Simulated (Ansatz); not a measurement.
What does this script print? It uses Ansatz's Python interface.

The script reads `clfh3nssi2.xyz`:
```text
9

N     1.07030   -1.56380    0.42110
Si    0.77440    0.07260   -0.12680
S    -0.85810    0.65090    1.15820
Si   -1.04050    0.93040   -0.93650
F    -1.25350    2.46140   -1.28200
Cl   -2.62790   -0.24300   -1.57620
H     0.23810   -1.77520    0.97910
H     1.83540   -1.50580    1.06390
H     1.95020    0.92630    0.28230
```

`energy_clfh3nssi2.py`
```python
import ansatz as az

molecule = az.Crystal.molecule_from_extxyz('clfh3nssi2.xyz')

job = molecule.calculation().basis(gaussian='def2-SVPD').functional('LC-wPBE')
print(job.to_yaml())
outcome = job.run(threads=1, pin='off')
rep = outcome.report

print(f'E = {rep["free_energy_ev"]:.6f} eV = {rep["free_energy_ev"] / 27.211386246:.7f} Ha')
print('converged:', rep['converged'], ' doubts:', rep['published_state_doubts'] or 'none')
```

```console
$ python energy_clfh3nssi2.py
crystal:
  periodic: [false, false, false]
  atoms:
    - { symbol: "N", position_ang: [1.0703, -1.5638, 0.4211] }
    - { symbol: Si, position_ang: [0.7744, 0.0726, -0.1268] }
    - { symbol: S, position_ang: [-0.8581, 0.6509, 1.1582] }
    - { symbol: Si, position_ang: [-1.0405, 0.9304, -0.9365] }
    - { symbol: F, position_ang: [-1.2535, 2.4614, -1.282] }
    - { symbol: Cl, position_ang: [-2.6279, -0.243, -1.5762] }
    - { symbol: H, position_ang: [0.2381, -1.7752, 0.9791] }
    - { symbol: H, position_ang: [1.8354, -1.5058, 1.0639] }
    - { symbol: H, position_ang: [1.9502, 0.9263, 0.2823] }
basis:
  gaussian:
    orbitals: def2-SVPD
hamiltonian:
  xc: lc_wpbe

E = -43343.931820 eV = -1592.8601148 Ha
converged: True  doubts: none
```

The settings weren't tested for convergence. The geometry is a force-field or estimated start, not a minimum of this method, and the basis set is short of its limit. Run time: 12 s on 1 thread of Arm Neoverse V1, on a shared host, peak memory 0.49 GiB.
